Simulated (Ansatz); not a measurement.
# CH5GaOS2: the cost of one run

Method: RKS B3LYP-D4/def2-SVP, in Ansatz 0.2.0.

1 further run of the same task is left out (it didn't finish).

## (1) Starting point

Bond lengths: C1–O2 1.412 Å, O2–Ga3 1.757 Å, Ga3–S4 2.247 Å, Ga3–S5 2.220 Å, C1–H6 1.094 Å, C1–H7 1.093 Å, C1–H8 1.092 Å, S4–H9 1.332 Å, S5–H10 1.329 Å. Angles: C1–O2–Ga3 147.4°, O2–C1–H6 112.1°, O2–C1–H7 108.7°, O2–C1–H8 109.1°, H6–C1–H7 108.8°, H6–C1–H8 108.9°, H7–C1–H8 109.2°, O2–Ga3–S4 120.4°, O2–Ga3–S5 108.6°, S4–Ga3–S5 131.0°, Ga3–S4–H9 91.1°, Ga3–S5–H10 90.3°.

Structure file:

```xyz
10

C    -0.4454   -1.5623   -0.4128
O     0.2153   -0.3139   -0.4133
Ga    0.3768    1.2765    0.3162
S    -0.9044    1.8614    2.0667
S     1.9481    2.3996   -0.7783
H    -1.2554   -1.5984    0.3214
H    -0.8628   -1.7391   -1.4069
H     0.2768   -2.3485   -0.1810
H    -1.4891    0.6643    2.0720
H     2.1402    1.3605   -1.5841
```

## (2) Relaxing end A

Contents of input.yaml:

```yaml
crystal:
  periodic: [false, false, false]
  atoms:
    - { symbol: C, position_ang: [-0.4454, -1.56235, -0.41281] }
    - { symbol: O, position_ang: [0.21528, -0.31394, -0.41328] }
    - { symbol: Ga, position_ang: [0.3768, 1.27646, 0.31623] }
    - { symbol: S, position_ang: [-0.90442, 1.86142, 2.06674] }
    - { symbol: S, position_ang: [1.94806, 2.39962, -0.77835] }
    - { symbol: H, position_ang: [-1.25538, -1.59841, 0.32142] }
    - { symbol: H, position_ang: [-0.86279, -1.73909, -1.40687] }
    - { symbol: H, position_ang: [0.27679, -2.34846, -0.18104] }
    - { symbol: H, position_ang: [-1.4891, 0.66429, 2.07203] }
    - { symbol: H, position_ang: [2.14017, 1.36047, -1.58406] }
basis:
  gaussian: { orbitals: def2-SVP }
hamiltonian:
  xc: b3lyp
  dispersion: d4
relax:
  f_tol: 0.015
  max_steps: 40
output:
  orbitals: {}
```

Launch:

```
> ansatz run input.yaml --threads 2 --pin off --max-ram 3072MiB --backend cpu --events-out ev --progress --plain --runs-dir out
```

What time and memory should one allow on 2 threads of Arm Neoverse V1, shared host?

About 40 s, with a peak of 0.32 GiB.
